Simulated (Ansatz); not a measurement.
# Cl₂H₃InO (built from SMILES O.[Cl][InH][Cl]): a barrier at many levels of theory

Aim: the barrier and energy of one elementary step (In1–O6 tightened, H2–H5 formed, In1–H2 broken, H5–O6 broken) from LDA up to coupled cluster, on fixed structures, to see where each rung fails.

Program: Ansatz 0.2.0, Gaussian basis. Level of theory: single points in def2-TZVPP on PBE0-D4/def2-TZVP structures. These are calculated values, not measurements.

Levels: SPW92, PBE-D4, BLYP-D4, r2SCAN-D4, B97M-V, PBE0-D4, B3LYP-D4, r2SCAN0-D4, BHLYP-D4, CAM-B3LYP-D4, wB97X-V, wB97M-V, B2PLYP, PBE-QIDH, RPA on PBE, Hartree-Fock, MP2, CCSD, CCSD(T). The reference is CCSD(T) at the basis limit, from triple and quadruple zeta. Zero-point energies come from PBE0-D4 vibrations.

Correlated methods freeze the cores. Filled d shells of the heavier atoms are correlated. Core potentials replace the inner electrons past krypton, and spin-orbit coupling is left out. B3LYP uses VWN-RPA correlation. B2PLYP carries no dispersion term here.

80 further runs of the same task are left out: 80 set aside as unsound or not needed.

## 1. The three structures

Charge 0, multiplicity 1. The folders r, ts and p hold the start, the saddle and the end; their coordinates stand in the first inputs.

```csv
pair,r (Å),ts (Å),p (Å)
In1–O6,2.343,2.101,1.964
H2–H5,3.318,0.966,0.751
In1–H2,1.700,2.020,2.727
H5–O6,0.962,1.339,2.993
```

## 2. SPW92/def2-TZVPP

r/in.yaml

```yaml
crystal:
  periodic: [false, false, false]
  atoms:
    - {symbol: In, position_ang: [-0.988794, -0.275047, 0.196301]}
    - {symbol: H, position_ang: [-0.975543, -1.840458, 0.860158]}
    - {symbol: Cl, position_ang: [-0.858505, 0.080336, -2.133011]}
    - {symbol: Cl, position_ang: [-1.833795, 1.598601, 1.279839]}
    - {symbol: H, position_ang: [1.956561, -0.356564, 0.404865]}
    - {symbol: O, position_ang: [1.284998, 0.288979, 0.163012]}
    - {symbol: H, position_ang: [1.415177, 0.504254, -0.771363]}
basis:
  gaussian: {orbitals: def2-TZVPP}
hamiltonian: {xc: lda}
```

ts/in.yaml

```yaml
crystal:
  periodic: [false, false, false]
  atoms:
    - {symbol: In, position_ang: [-0.748626, 0.244904, -0.080614]}
    - {symbol: H, position_ang: [0.069044, -1.405966, 0.747509]}
    - {symbol: Cl, position_ang: [-1.369415, -0.140754, -2.267933]}
    - {symbol: Cl, position_ang: [-2.042718, 1.424582, 1.405569]}
    - {symbol: H, position_ang: [0.837890, -0.852560, 0.560253]}
    - {symbol: O, position_ang: [1.332105, 0.338271, 0.197226]}
    - {symbol: H, position_ang: [1.921821, 0.391623, -0.562209]}
basis:
  gaussian: {orbitals: def2-TZVPP}
hamiltonian: {xc: lda}
```

p/in.yaml

```yaml
crystal:
  periodic: [false, false, false]
  atoms:
    - {symbol: In, position_ang: [-0.453224, 0.645318, -0.222605]}
    - {symbol: H, position_ang: [-0.231984, -1.858926, 0.833225]}
    - {symbol: Cl, position_ang: [-1.270050, -0.324390, -2.153497]}
    - {symbol: Cl, position_ang: [-1.892443, 1.280226, 1.446728]}
    - {symbol: H, position_ang: [0.435849, -1.563975, 1.011034]}
    - {symbol: O, position_ang: [1.464776, 1.034199, -0.060332]}
    - {symbol: H, position_ang: [1.947177, 0.787648, -0.854754]}
basis:
  gaussian: {orbitals: def2-TZVPP}
hamiltonian: {xc: lda}
```

One command serves all of them, each in its own folder.

On the command line:

```sh
ansatz run in.yaml --threads 4 --pin off --events-out ev --progress --plain --max-ram 9574MiB
```

After this run come: PBE-D4/def2-TZVPP; BLYP-D4/def2-TZVPP; r2SCAN-D4/def2-TZVPP; B97M-V/def2-TZVPP; PBE0-D4/def2-TZVPP; B3LYP-D4/def2-TZVPP; r2SCAN0-D4/def2-TZVPP; BHLYP-D4/def2-TZVPP; CAM-B3LYP-D4/def2-TZVPP; wB97X-V/def2-TZVPP; wB97M-V/def2-TZVPP; B2PLYP/def2-TZVPP; PBE-QIDH/def2-TZVPP; RPA on PBE/def2-TZVPP; CCSD(T)/def2-TZVPP; MP2/def2-QZVPP; SPW92/def2-SVP; PBE-D4/def2-SVP; PBE0-D4/def2-SVP; wB97M-V/def2-SVP; CCSD(T)/def2-SVP; Vibrations of the start structure; Vibrations of the end structure.

Before running it: what results should come out? Wanted: barrier, CCSD(T)/CBS; reverse barrier, CCSD(T)/CBS; step energy, CCSD(T)/CBS; barrier with zero-point energy; step energy with zero-point energy; imaginary mode at the saddle; largest T1 diagnostic.

**Answer**, as computed:

```
                          quantity       value
              barrier, CCSD(T)/CBS    1.612 eV
      reverse barrier, CCSD(T)/CBS    0.920 eV
          step energy, CCSD(T)/CBS   +0.692 eV
    barrier with zero-point energy    1.496 eV
step energy with zero-point energy   +0.547 eV
      imaginary mode at the saddle  1240i cm⁻¹
             largest T1 diagnostic       0.014
```

What this shows: The functionals run from r2SCAN0-D4, off by -0.001 eV, to SPW92, off by -0.310 eV, against CCSD(T)/CBS. By rung, the mean size of the error is: LDA 0.310, GGA 0.221, meta-GGA 0.091, hybrid 0.066, range-separated hybrid 0.021, double hybrid 0.026 eV. PBE-D4 gives a barrier 0.250 eV too low, outside chemical accuracy (1 kcal/mol, 0.043 eV). Every functional without exact exchange puts the barrier too low, the usual mark of self-interaction error, which favours the spread-out density of a saddle. The barrier rises with the share of exact exchange, from BLYP-D4 through B3LYP-D4 to BHLYP-D4 (-0.192, -0.048, +0.144 eV). Hartree-Fock, with no correlation, is off by +0.444 eV. Zero-point motion lowers the barrier by 0.116 eV.
